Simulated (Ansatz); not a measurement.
## ClF2H3OSi2, SMILES F[Si](F)(Cl)O[SiH3]: harmonic frequencies at the relaxed geometry, step by step

With the Python package of Ansatz (0.2.0).

The cells in order, each with its output:

In [1]:
```python
import itertools
import warnings

import ansatz
from ase.data import atomic_numbers, covalent_radii
import numpy as np
```

In [2]:
```python
BASIS = "def2-SVP"
FUNCTIONAL = "PBE0"
```

In [3]:
```python
warnings.simplefilter("ignore", ansatz.DeckWarning)
```

In [4]:
```python
system = (
    ansatz.Crystal.molecule()
    .atom("F", (-1.916, -1.2747, 0.3079))
    .atom("Si", (-0.9158, -0.8449, -0.8442))
    .atom("F", (0.0616, -2.0565, -1.1107))
    .atom("Cl", (-1.811, -0.3455, -2.5739))
    .atom("O", (-0.0621, 0.4802, -0.3981))
    .atom("Si", (0.9383, 0.9073, 0.8599))
    .atom("H", (1.4152, 2.2957, 0.6966))
    .atom("H", (2.1576, 0.0135, 0.8548))
    .atom("H", (0.2208, 0.7786, 2.1906))
)
```

In [5]:
```python
base = (
    system.calculation()
    .basis(gaussian=BASIS)
    .functional(FUNCTIONAL)
)
symbols = [site.symbol for site in system.cartesian_sites]
start = np.array([site.position_ang for site in system.cartesian_sites], dtype=float)
data = base.relax(force_tolerance=0.003).run(threads=1).report
end = np.array(data["positions_ang"])
```

In [6]:
```python
# pairs closer than 1.2 times the sum of covalent radii, before or after
radius = [covalent_radii[atomic_numbers[s]] for s in symbols]
span = lambda where, i, j: np.linalg.norm(where[i] - where[j])
bonded = [(i, j) for i, j in itertools.combinations(range(len(symbols)), 2) if min(span(start, i, j), span(end, i, j)) < 1.2 * (radius[i] + radius[j])]
print("pair        before    after (A)")
for i, j in bonded:
    print(f"{symbols[i]}{i}-{symbols[j]}{j}".ljust(10), f"{span(start, i, j):8.4f} {span(end, i, j):8.4f}")

# frequencies need a stationary point, so they are taken at the relaxed geometry
minimum = ansatz.Crystal.molecule()
for symbol, place in zip(symbols, end):
    minimum = minimum.atom(symbol, place.tolist())
vibrating = (
    minimum.calculation()
    .basis(gaussian=BASIS)
    .functional(FUNCTIONAL)
    .phonons(temperatures=(200, 600, 100))
)
vib = vibrating.run(threads=1).report["vibrations"]
sums = vib["harmonic_sums"]
modes = [m["omega_inv_cm"] for m in sums["modes_at_gamma"] if m["rigid_motion"] == "no"]
print("frequencies (1/cm):", " ".join(f"{w:.0f}" for w in modes))
print("imaginary modes:", sum(w < 0 for w in modes), " zero-point energy:", round(sums["zero_point_energy_ev"], 4), "eV")
print("T (K)   F_vib (eV)   S_vib (meV/K)   C_vib (meV/K)")
for row in zip(sums["temperatures_k"], sums["vibrational_free_energy_ev"], vib["entropy_ev_per_k"], vib["heat_capacity_ev_per_k"]):
    print(f"{row[0]:6.1f} {row[1]:11.4f} {1000 * row[2]:13.4f} {1000 * row[3]:15.4f}")
```
```text
pair        before    after (A)
F0-Si1       1.5851   1.6000
Si1-F2       1.5793   1.6001
Si1-Cl3      2.0106   2.0230
Si1-O4       1.6382   1.6057
O4-Si5       1.6631   1.6693
Si5-H6       1.4771   1.4874
Si5-H7       1.5118   1.4896
Si5-H8       1.5173   1.4896
RunWarning: phonons: modes at or below zero, which the zero-point energy, F, S and C_V leave out: 1, the lowest at -12.58 cm⁻¹. A minimum has none, and a first-order saddle one
frequencies (1/cm): -13 9 28 197 215 303 334 340 524 682 726 730 913 949 950 981 993 1193 2260 2265 2275
imaginary modes: 1  zero-point energy: 1.0456 eV
T (K)   F_vib (eV)   S_vib (meV/K)   C_vib (meV/K)
 200.0      0.9538        0.7787          0.5756
 300.0      0.8619        1.0567          0.8051
 400.0      0.7431        1.3146          0.9876
 500.0      0.5997        1.5504          1.1243
 600.0      0.4338        1.7650          1.2281
```

Notes:
- Warnings are shown shortened and without file and line.
- The frequencies are harmonic and unscaled, in a modest basis. The result belongs to the one conformer reached from this start, and soft torsions count as harmonic oscillators.
- The script silences the warnings on its input, which a real study should read.
- Hardware and time: 4.8 min on 1 thread of Arm Neoverse V1, on a shared host, peak memory 0.35 GiB.

(Lines on the test bed's own set-up are left out of the output.)
